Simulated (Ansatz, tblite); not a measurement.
# C₂₆H₁₈: rung by rung

The task here is to estimate one member of a computed series from the others.

The runs use Ansatz 0.2.0, Gaussian basis; as each input shows.

Plan: GFN1-xTB, GFN2-xTB, PBE-D4/def2-TZVP, r2SCAN-D4/def2-TZVP, BLYP-D4/def2-TZVP, ωB97X-V/def2-TZVP, LDA/def2-TZVP, LC-ωPBE(0.10)/def2-SVP, LC-ωPBE(0.15)/def2-SVP, LC-ωPBE(0.20)/def2-SVP, LC-ωPBE(0.30)/def2-SVP, PBE-D4/def2-SVP, PBE0-D4/def2-SVP, HF/STO-3G, HF/6-31G, B3LYP-D4/6-31G, MP2/def2-SVP, RPA/def2-SVP.

**The structure**

The geometry is that of the singlet, from an earlier relaxation (PBE-D4/def2-SVP).

44 atoms, charge 0, spin multiplicity 1.

Bond lengths: C1–C2 1.549 Å, C1–H27 1.108 Å, C1–H28 1.109 Å, C1–H29 1.108 Å, C2–C3 1.549 Å, C2–C4 1.549 Å, C2–C5 1.464 Å, C3–H30 1.108 Å, C3–H31 1.109 Å, C3–H32 1.108 Å, C4–H33 1.109 Å, C4–H34 1.108 Å, C4–H35 1.108 Å, C5–C6 1.241 Å, C6–C7 1.348 Å, C7–C8 1.255 Å, C8–C9 1.333 Å, C9–C10 1.261 Å and more. Angles: C2–C1–H27 111.0°, C2–C1–H28 109.7°, C2–C1–H29 111.0°, H27–C1–H28 108.4°, H27–C1–H29 108.2°, H28–C1–H29 108.4°, C1–C2–C3 109.9°, C1–C2–C4 109.9°, C1–C2–C5 109.1°, C3–C2–C4 109.9°, C3–C2–C5 109.1°, C4–C2–C5 109.1°, C2–C3–H30 111.0°, C2–C3–H31 109.7°, C2–C3–H32 111.0°, H30–C3–H31 108.4°, H30–C3–H32 108.2°, H31–C3–H32 108.4° and more.

PBE0-D4/def2-TZVP was run before; its log isn't repeated, and its numbers join the tables.

The first run:

Tight binding, by tblite at 300 K electronic temperature and without a spin-polarisation term:

```python
tblite.interface.Calculator('GFN1-xTB', numbers, positions, charge=0, uhf=0).singlepoint()
```

Tight binding, by tblite at 300 K electronic temperature and without a spin-polarisation term:

```python
tblite.interface.Calculator('GFN2-xTB', numbers, positions, charge=0, uhf=0).singlepoint()
```

start.molden holds the orbitals of an earlier run on this state, given as this run's starting guess.

The input, in.yaml:

```yaml
crystal:
  periodic: [false, false, false]
  atoms:
    - {symbol: C, position_ang: [-13.035123, -0.469961, 0.024439]}
    - {symbol: C, position_ang: [-12.397053, 0.327649, -1.140329]}
    - {symbol: C, position_ang: [-12.796855, -0.308162, -2.495301]}
    - {symbol: C, position_ang: [-12.870322, 1.801992, -1.090275]}
    - {symbol: C, position_ang: [-10.939456, 0.288542, -1.005298]}
    - {symbol: C, position_ang: [-9.703602, 0.256730, -0.894147]}
    - {symbol: C, position_ang: [-8.361955, 0.221307, -0.770133]}
    - {symbol: C, position_ang: [-7.112756, 0.191111, -0.651686]}
    - {symbol: C, position_ang: [-5.785562, 0.155543, -0.528253]}
    - {symbol: C, position_ang: [-4.530040, 0.117991, -0.413380]}
    - {symbol: C, position_ang: [-3.208168, 0.082899, -0.290270]}
    - {symbol: C, position_ang: [-1.950041, 0.052155, -0.172583]}
    - {symbol: C, position_ang: [-0.630080, 0.017524, -0.051465]}
    - {symbol: C, position_ang: [0.628984, -0.016898, 0.063516]}
    - {symbol: C, position_ang: [1.949075, -0.052249, 0.183020]}
    - {symbol: C, position_ang: [3.207509, -0.083957, 0.297120]}
    - {symbol: C, position_ang: [4.529573, -0.117747, 0.418508]}
    - {symbol: C, position_ang: [5.784958, -0.149792, 0.536543]}
    - {symbol: C, position_ang: [7.112355, -0.185440, 0.657748]}
    - {symbol: C, position_ang: [8.362239, -0.221996, 0.766797]}
    - {symbol: C, position_ang: [9.704037, -0.258270, 0.888881]}
    - {symbol: C, position_ang: [10.939551, -0.288440, 1.004209]}
    - {symbol: C, position_ang: [12.397266, -0.328056, 1.137829]}
    - {symbol: C, position_ang: [12.847221, 0.790611, 2.110525]}
    - {symbol: C, position_ang: [12.816496, -1.711129, 1.696008]}
    - {symbol: C, position_ang: [13.039367, -0.105371, -0.254334]}
    - {symbol: H, position_ang: [-12.756372, -0.034164, 1.003953]}
    - {symbol: H, position_ang: [-14.140390, -0.446244, -0.067410]}
    - {symbol: H, position_ang: [-12.705725, -1.527470, 0.009220]}
    - {symbol: H, position_ang: [-12.461752, -1.362371, -2.553848]}
    - {symbol: H, position_ang: [-13.900184, -0.284794, -2.608273]}
    - {symbol: H, position_ang: [-12.346915, 0.246092, -3.342304]}
    - {symbol: H, position_ang: [-13.974083, 1.844204, -1.193072]}
    - {symbol: H, position_ang: [-12.590337, 2.276571, -0.129323]}
    - {symbol: H, position_ang: [-12.419894, 2.392036, -1.912483]}
    - {symbol: H, position_ang: [12.552867, 1.788933, 1.731358]}
    - {symbol: H, position_ang: [13.950915, 0.769265, 2.220159]}
    - {symbol: H, position_ang: [12.393795, 0.652610, 3.111740]}
    - {symbol: H, position_ang: [13.920065, -1.753250, 1.800918]}
    - {symbol: H, position_ang: [12.498541, -2.526598, 1.017055]}
    - {symbol: H, position_ang: [12.363631, -1.891838, 2.690645]}
    - {symbol: H, position_ang: [12.747484, 0.877385, -0.673937]}
    - {symbol: H, position_ang: [14.144758, -0.133528, -0.165122]}
    - {symbol: H, position_ang: [12.726006, -0.893394, -0.966994]}
basis:
  gaussian: {orbitals: def2-TZVP, fitting: {mean_field: def2-universal-jkfit}, initial_orbitals: start.molden}
hamiltonian: {xc: pbe, dispersion: d4}
scf: {omitted_lower_state_checks: [starts]}
output: {forces: true, orbitals: {seedname: orbitals}}
```

Command:

```bash
$ ansatz run in.yaml --threads 2 --pin off --events-out ev --progress --plain --max-ram 32768MiB --backend cuda --devices 0, --max-vram 18GiB
```

Steps of the session up to this table: PBE-D4/def2-TZVP; r2SCAN-D4/def2-TZVP; BLYP-D4/def2-TZVP; ωB97X-V/def2-TZVP; LDA/def2-TZVP; LC-ωPBE(0.10)/def2-SVP; LC-ωPBE(0.15)/def2-SVP; LC-ωPBE(0.20)/def2-SVP; LC-ωPBE(0.30)/def2-SVP; PBE-D4/def2-SVP; PBE0-D4/def2-SVP; HF/STO-3G; HF/6-31G; B3LYP-D4/6-31G; MP2/def2-SVP; RPA/def2-SVP.

One of the session's tables, all rows but one given; the rest of the session is left out.

It belongs to the step «Binding energy». 

| level | binding an atom (eV) |
| --- | --- |
| HF/STO-3G | 4.183 |
| HF/6-31G | 3.447 |
| HF/def2-SVP | 3.706 |
| LDA/def2-TZVP | 5.903 |
| PBE-D4/def2-SVP | 5.373 |
| PBE-D4/def2-TZVP | 5.298 |
| BLYP-D4/def2-TZVP | 5.112 |
| r2SCAN-D4/def2-TZVP | ? |
| B3LYP-D4/6-31G | 4.975 |
| PBE0-D4/def2-SVP | 5.218 |
| PBE0-D4/def2-TZVP | 5.140 |
| ωB97X-V/def2-TZVP | 4.998 |
| MP2/def2-SVP | 5.037 |

Estimate the missing values for r2SCAN-D4/def2-TZVP.

**Answer.** binding an atom (eV): 5.110. In the column «binding an atom (eV)» it lies between MP2/def2-SVP (5.037) and BLYP-D4/def2-TZVP (5.112).

Limits of these values: Free atoms were run apart at each level; binding is atoms less cluster, divided by the number of atoms, without zero-point or spin-orbit terms.
